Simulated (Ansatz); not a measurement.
**ClGaH₂S (SMILES [SH][GaH][Cl]): single points off equilibrium**

How do the functionals fare away from a minimum? The structure is a structure displaced at random from a GFN2-xTB minimum.

Program: Ansatz 0.2.0, Gaussian basis. Level of theory: single points in def2-TZVPP. These are calculated values, not measurements.

Correlated methods freeze the cores. Filled d shells of the heavier atoms are correlated.

**1. Starting geometry**

SMILES `[SH][GaH][Cl]`, 5 atoms, charge 0, spin multiplicity 1.

Atoms are counted from 1 here; the program's logs count them from 0.

Bond lengths: S1–Ga2 2.421 Å, S1–H4 1.439 Å, Ga2–Cl3 2.183 Å, Ga2–H5 1.567 Å. Angles: Ga2–S1–H4 94.9°, S1–Ga2–Cl3 116.1°, S1–Ga2–H5 119.8°, Cl3–Ga2–H5 124.0°.

Coordinates:

```
S    -0.79240   -0.05530    1.60930
Ga    0.40020    0.26010   -0.47370
Cl    1.26860    2.23720   -0.79260
H    -1.11550   -1.43450    1.35710
H     0.44280   -0.89750   -1.52900
```

**2. CCSD(T)/def2-TZVPP**

run/in.yaml

```yaml
crystal:
  periodic: [false, false, false]
  atoms:
    - {symbol: S, position_ang: [-0.792400, -0.055300, 1.609300]}
    - {symbol: Ga, position_ang: [0.400200, 0.260100, -0.473700]}
    - {symbol: Cl, position_ang: [1.268600, 2.237200, -0.792600]}
    - {symbol: H, position_ang: [-1.115500, -1.434500, 1.357100]}
    - {symbol: H, position_ang: [0.442800, -0.897500, -1.529000]}
basis:
  gaussian: {orbitals: def2-TZVPP}
correlation: {method: ccsd_t}
output: {forces: true}
```

No record of the launch command was kept for these runs.

**3. PBE0-D4/def2-TZVPP**

run/in.yaml, as its differences from that of step 2:

```diff
@@ -10,3 +10,3 @@
   gaussian: {orbitals: def2-TZVPP}
-correlation: {method: ccsd_t}
-output: {forces: true}
+hamiltonian: {xc: pbe0, dispersion: d4}
+output: {forces: true, orbitals: {seedname: orbitals}}
```

**4. wB97M-V/def2-TZVPP**

run/in.yaml, as its differences from that of step 3:

```diff
@@ -10,3 +10,3 @@
   gaussian: {orbitals: def2-TZVPP}
-hamiltonian: {xc: pbe0, dispersion: d4}
-output: {forces: true, orbitals: {seedname: orbitals}}
+hamiltonian: {xc: {name: wB97M-V}}
+output: {forces: true}
```

**5. r2SCAN-D4/def2-TZVPP**

run/in.yaml, as its differences from that of step 4:

```diff
@@ -10,3 +10,3 @@
   gaussian: {orbitals: def2-TZVPP}
-hamiltonian: {xc: {name: wB97M-V}}
+hamiltonian: {xc: r2scan, dispersion: d4}
 output: {forces: true}
```

**6. PBE-D4/def2-TZVPP**

run/in.yaml, as its differences from that of step 5:

```diff
@@ -10,3 +10,3 @@
   gaussian: {orbitals: def2-TZVPP}
-hamiltonian: {xc: r2scan, dispersion: d4}
+hamiltonian: {xc: pbe, dispersion: d4}
 output: {forces: true}
```

**7. BLYP-D4/def2-TZVPP**

run/in.yaml, as its differences from that of step 6:

```diff
@@ -10,3 +10,3 @@
   gaussian: {orbitals: def2-TZVPP}
-hamiltonian: {xc: pbe, dispersion: d4}
+hamiltonian: {xc: {name: BLYP}, dispersion: d4}
 output: {forces: true}
```

**8. wB97X-V/def2-TZVPP**

run/in.yaml, as its differences from that of step 7:

```diff
@@ -10,3 +10,3 @@
   gaussian: {orbitals: def2-TZVPP}
-hamiltonian: {xc: {name: BLYP}, dispersion: d4}
+hamiltonian: {xc: {name: wB97X-V}}
 output: {forces: true}
```

(Steps that only read results are left out.)

Q: Predict the outcome of this session. Wanted: energy less free atoms, CCSD(T)/def2-TZVPP; RMS force component; RMS force error; HOMO and LUMO, PBE0-D4; T1 diagnostic.

As calculated:

| quantity | value |
| --- | --- |
| energy less free atoms, CCSD(T)/def2-TZVPP | -1254.7 kJ/mol |
| RMS force component | 0.776 to 1.040 eV/Å over the methods |
| RMS force error | PBE0-D4 0.033, wB97M-V 0.033, r2SCAN-D4 0.040, PBE-D4 0.165, BLYP-D4 0.248, wB97X-V 0.075 eV/Å |
| HOMO and LUMO, PBE0-D4 | -7.58 and -1.81 eV |
| T1 diagnostic | 0.013 |

In words: Against CCSD(T) the functionals' energies less atoms differ by -41.6 to +2.1 kJ/mol, PBE-D4 by -36.6 kJ/mol. CCSD(T) in triple zeta still lacks some correlation energy of the bonds, so part of these gaps is its own basis error and they don't rank the functionals. The forces of wB97M-V come nearest to CCSD(T), those of BLYP-D4 are farthest. Frozen-core CCSD(T) forces in triple zeta carry basis errors of their own, and this is one geometry, so small gaps rank nothing.
